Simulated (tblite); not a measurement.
# B14H14N14 ((5,2) BN nanotube piece): the cost of one run

Computed with tblite 0.8.0 and PySCF 2.14.0 and routines of our own; the level stands in each step. Atoms count from 0.

### 1 The starting structure

42 atoms, charge 0, multiplicity 1; geometry from: force field, distance geometry or constructed start.

### 2 Geometry optimisation with GFN2-xTB

What the job is given:

```
{"job": {"kind": "relax", "xc": "GFN2-xTB", "basis": "xTB"}, "charge": 0, "multiplicity": 1}
B      2.454400     0.564000    -0.011100
N      1.752600     1.770000    -0.364300
B      2.241500     1.125600     2.426800
N      1.274500     2.132900     2.071700
B      1.443900     2.020000    -1.745500
N      0.125600     2.460000    -2.099400
B      0.912800     2.302200     0.683000
N     -0.466900     2.414900     0.339900
B     -0.853000     2.298400    -1.053600
N     -1.967700     1.466200    -1.399500
B     -1.390100     2.020000     1.380000
N     -2.267900     0.944500     1.034200
B     -2.395900     0.566500    -0.352400
N     -2.334400    -0.821100    -0.708000
B     -2.467200    -0.025800     2.078100
N     -2.080900    -1.363000     1.736300
B     -2.179000    -1.187800    -2.095900
N     -1.219300    -2.193700    -2.445700
B     -1.838500    -1.682600     0.340900
N     -0.662400    -2.425000    -0.006800
B     -0.274400    -2.502400    -1.399600
N      1.096500    -2.282100    -1.749100
B      0.332400    -2.501600     1.040800
N      1.601300    -1.966600     0.684800
B      1.895400    -1.681800    -0.704400
N      2.483600    -0.431800    -1.050700
B      2.237000    -1.187400     1.729300
N      2.513300     0.170300     1.383300
H      2.757000     1.089400     3.471100
H      0.844300     2.724000     2.816700
H      2.261800     1.869700    -2.577300
H     -0.102400     2.864600    -3.027600
H     -2.427700     1.507100    -2.333900
H     -1.409900     2.540800     2.433200
H     -2.906100     0.247000     3.121900
H     -1.972500    -2.089100     2.462500
H     -2.829600    -0.677000    -2.928200
H     -1.201400    -2.651100    -3.378300
H      1.488800    -2.537600    -2.680000
H      0.103500    -2.975200     2.082800
H      2.917100    -0.254000    -1.980300
H      2.505600    -1.645300     2.781100
```

Run with:

```sh
$ OMP_NUM_THREADS=2 python large_run.py task.json out
```

This one command runs all jobs of the session in turn.

**Question.** How long does this first job take on 2 threads of Arm Neoverse N1, shared host, and how much memory does it need?

About 2.4 s, with a peak of 0.16 GiB.
